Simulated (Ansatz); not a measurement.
# Ti3C2: a hydrostatic pressure series

How does Ti3C2 compress? Cell and atoms are relaxed at 5 pressures between -2 and 20 GPa.

Program: Ansatz 0.2.0. Level of theory: DFT PBEsol, scalar-relativistic, plane waves, PAW. These are calculated values, not measurements.

1 further run of the same task is left out (set aside as unsound or not needed).

### 1 The system as given

Symmetry: P6_3/mmc, No. 194, hexagonal system. Conventional cell: a = 3.042 Å, b = 3.042 Å, c = 14.985 Å, α = 90.00°, β = 90.00°, γ = 120.00°. Around Ti (site symmetry 3m) lie 3 C at 2.05 Å. Around Ti (site symmetry -3m) lie 6 C at 2.18 Å. Around C (site symmetry 3m) lie 6 Ti at 2.05 to 2.18 Å.

Coordinates:

```cif
data_structure
_symmetry_space_group_name_H-M 'P 1'
_symmetry_Int_Tables_number 1
_cell_length_a 3.0421
_cell_length_b 3.0421
_cell_length_c 14.9846
_cell_angle_alpha 90.000
_cell_angle_beta 90.000
_cell_angle_gamma 120.000
_cell_volume 120.09
loop_
_atom_site_label
_atom_site_type_symbol
_atom_site_fract_x
_atom_site_fract_y
_atom_site_fract_z
_atom_site_occupancy
Ti1 Ti 0.33333 0.66667 0.84379 1
Ti2 Ti 0.66667 0.33333 0.34379 1
Ti3 Ti 0.66667 0.33333 0.15621 1
Ti4 Ti 0.33333 0.66667 0.65621 1
Ti5 Ti 0.00000 0.00000 0.00000 1
Ti6 Ti 0.00000 0.00000 0.50000 1
C1 C 0.66667 0.33333 0.91438 1
C2 C 0.33333 0.66667 0.41438 1
C3 C 0.66667 0.33333 0.58562 1
C4 C 0.33333 0.66667 0.08562 1
```

It goes back to an entry of the Materials Project, which need not be the stable form.

It is the result of an earlier relaxation at this level (volume 12.01 Å³/atom; gap on the mesh: none (metal)).

### 2 Relaxing at -2 GPa

input.yaml reads:

```yaml
crystal:
  lattice:
    - [3.0613957526, 0.0, 0.0]
    - [-1.5306978763, 2.6512464928, 0.0]
    - [0.0, 0.0, 15.0797454871]
  atoms:
    - { symbol: Ti, position: [0.3333333333, 0.6666666667, 0.8437914625] }
    - { symbol: Ti, position: [0.6666666667, 0.3333333333, 0.3437914625] }
    - { symbol: Ti, position: [0.6666666667, 0.3333333333, 0.1562085375] }
    - { symbol: Ti, position: [0.3333333333, 0.6666666667, 0.6562085375] }
    - { symbol: Ti, position: [0.0, 0.0, 0.0] }
    - { symbol: Ti, position: [0.0, 0.0, 0.5] }
    - { symbol: C, position: [0.6666666667, 0.3333333333, 0.9143810493] }
    - { symbol: C, position: [0.3333333333, 0.6666666667, 0.4143810493] }
    - { symbol: C, position: [0.6666666667, 0.3333333333, 0.5856189507] }
    - { symbol: C, position: [0.3333333333, 0.6666666667, 0.0856189507] }
basis:
  ecutwfc: 420
kpoints:
  mp_grid: { grid: [12, 12, 4] }
hamiltonian:
  xc: pbesol
scf:
  occupations: { method: gaussian, width: 0.1 }
output:
  forces: true
  stress: true
  eigenvalues: true
relax:
  adjacent_minimum: "off"
  f_tol: 0.008
  max_steps: 50
  cell: { stress_tol: 0.08, p_target: -2.0 }
```

Started as:

```console
$ ansatz run input.yaml --threads 2 --pin off --max-ram 5120MiB --backend cpu --events-out ev --progress --plain --runs-dir out
```

The session goes on with these runs: target pressure 2 GPa; relaxing at 5 GPa; 10 GPa; 20 GPa.

**Question.** What will these runs give? Wanted: bulk modulus B0; B0'.

As calculated:

```
                                     quantity                        value
                             volume at 20 GPa  10.77 Å³/atom, V/V0 = 0.897
bulk modulus B0 (third-order Birch-Murnaghan)                      151 GPa
                                          B0'                          3.7
```

**Reading.** At 20 GPa the crystal has lost 10.3 % of its volume. A third-order Birch-Murnaghan curve fits the points with B0 = 151 GPa. The cell gives way unevenly: a -3.2 %, b -3.2 %, c -4.2 %. Other structures may take over in this range; these runs cannot find them.
